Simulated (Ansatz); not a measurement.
# C₃H₈Cl₃HfN: ionisation energy by level of theory

An exercise on one series of results from a longer session: the logs are not shown, and one member is left open.

Computed with Ansatz 0.2.0, Gaussian basis. Level: unrestricted cation, the program's frozen cores in correlated methods.

Plan: UKS PBE-D4/def2-TZVPP; UKS r2SCAN-D4/def2-TZVPP; UKS PBE0-D4/def2-TZVPP; UKS B3LYP-D4/def2-TZVPP; UKS wB97X-V/def2-TZVPP; UKS wB97M-V/def2-TZVPP; UKS B2PLYP/def2-TZVPP; UHF-MP2/def2-TZVPP; UHF-MP2/def2-QZVPP; then −ε(HOMO) from the neutral's earlier runs with LDA (SPW92), PBE-D4, revPBE-D4, BLYP-D4, r2SCAN-D4, B97M-V, PBE0-D4, B3LYP-D4, r2SCANh-D4, r2SCAN0-D4, HSE06-D4, BHLYP-D4, CAM-B3LYP-D4, LC-ωPBE, ωB97X-V, ωB97M-V.

1 further run of the same task is left out (it didn't finish).

## Structure used throughout

An earlier PBE0-D4 in a triple-zeta def2 set relaxation fixed the geometry. Hf takes the def2 core potential; no spin-orbit term is included.

SMILES `CC[N](C)[Hf]([Cl])([Cl])[Cl]`, 16 atoms, charge 0, spin multiplicity 1.

Atoms are counted from 1 here; the program's logs count them from 0.

Bond lengths: C1–C2 1.520 Å, C1–H9 1.092 Å, C1–H10 1.092 Å, C1–H11 1.092 Å, C2–N3 1.451 Å, C2–H12 1.099 Å, C2–H13 1.093 Å, N3–C4 1.451 Å, N3–Hf5 1.983 Å, C4–H14 1.095 Å, C4–H15 1.097 Å, C4–H16 1.098 Å, Hf5–Cl6 2.351 Å, Hf5–Cl7 2.341 Å, Hf5–Cl8 2.350 Å. Angles: C2–C1–H9 110.7°, C2–C1–H10 110.1°, C2–C1–H11 111.9°, H9–C1–H10 108.3°, H9–C1–H11 108.2°, H10–C1–H11 107.5°, C1–C2–N3 113.8°, C1–C2–H12 109.8°, C1–C2–H13 109.3°, N3–C2–H12 108.8°, N3–C2–H13 108.3°, H12–C2–H13 106.5°, C2–N3–C4 115.1°, C2–N3–Hf5 131.7°, C4–N3–Hf5 113.2°, N3–C4–H14 112.3°, N3–C4–H15 111.0°, N3–C4–H16 110.9° and more.

Set-up of the first run:

File in.yaml:

```yaml
crystal:
  periodic: [false, false, false]
  atoms:
    - {symbol: C, position_ang: [1.850507, -1.015230, -0.002951]}
    - {symbol: C, position_ang: [1.084644, 0.163911, 0.573961]}
    - {symbol: N, position_ang: [-0.298502, 0.233646, 0.139779]}
    - {symbol: C, position_ang: [-1.162484, -0.806233, 0.665788]}
    - {symbol: Hf, position_ang: [-1.250046, 1.524131, -1.026335]}
    - {symbol: Cl, position_ang: [-2.935313, 2.514268, 0.279398]}
    - {symbol: Cl, position_ang: [0.324989, 3.076131, -1.794900]}
    - {symbol: Cl, position_ang: [-2.225494, 0.286831, -2.770202]}
    - {symbol: H, position_ang: [1.851691, -0.977725, -1.094537]}
    - {symbol: H, position_ang: [2.886744, -0.993578, 0.341639]}
    - {symbol: H, position_ang: [1.421003, -1.970371, 0.305255]}
    - {symbol: H, position_ang: [1.110046, 0.123045, 1.672132]}
    - {symbol: H, position_ang: [1.582083, 1.093815, 0.285352]}
    - {symbol: H, position_ang: [-0.880224, -1.802055, 0.308611]}
    - {symbol: H, position_ang: [-1.156416, -0.805119, 1.762705]}
    - {symbol: H, position_ang: [-2.203218, -0.645468, 0.354294]}
basis:
  gaussian: {orbitals: def2-TZVPP}
total_charge: 1
magnetization: {spin_polarized: true, initial_magnetization: 1}
hamiltonian: {xc: pbe, dispersion: d4}
```

The run is started by

```bash
ansatz run in.yaml --threads 4 --pin off --events-out ev --progress --plain --max-ram 66560MiB --backend cuda --devices 0, --max-vram 37GiB
```

Steps of the session up to this table: Cation, UKS PBE-D4/def2-TZVPP; Cation, UKS r2SCAN-D4/def2-TZVPP; Cation, UKS PBE0-D4/def2-TZVPP; Cation, UKS B3LYP-D4/def2-TZVPP; Cation, UKS wB97X-V/def2-TZVPP; Cation, UKS wB97M-V/def2-TZVPP; Cation, UKS B2PLYP (frozen core)/def2-TZVPP; Cation, UHF-MP2/def2-TZVPP; Cation, UHF-MP2/def2-QZVPP.

One table of the session follows, with a row left open; its other results are not shown here.

It belongs to the step «Ionisation energies side by side». For comparison, −ε(HOMO) of the neutral from earlier runs:

```
  functional  −ε(HOMO) (eV)
 LDA (SPW92)           6.16
      PBE-D4           6.01
   revPBE-D4           5.95
     BLYP-D4           5.87
   r2SCAN-D4           6.26
      B97M-V           6.35
     PBE0-D4           7.27
    B3LYP-D4           7.05
  r2SCANh-D4              ?
  r2SCAN0-D4           7.44
    HSE06-D4           6.87
    BHLYP-D4           8.44
CAM-B3LYP-D4           8.60
     LC-ωPBE           9.94
     ωB97X-V           9.60
     ωB97M-V           9.50
```

Q: Estimate the row for r2SCANh-D4 from the others.

Worked estimate for «−ε(HOMO) (eV)». Against the share of exact exchange, r2SCAN-D4 (0, 6.26), r2SCAN0-D4 (0.25, 7.44) give a slope of 4.72 per unit share; at 0.1 the line stands at 6.73.

As computed: −ε(HOMO) (eV): 6.73. In «−ε(HOMO) (eV)» the line misses by 0.00.

Caveats from the session: The cation may have settled in a state other than its lowest; no search over hole states beyond the program's own was made.
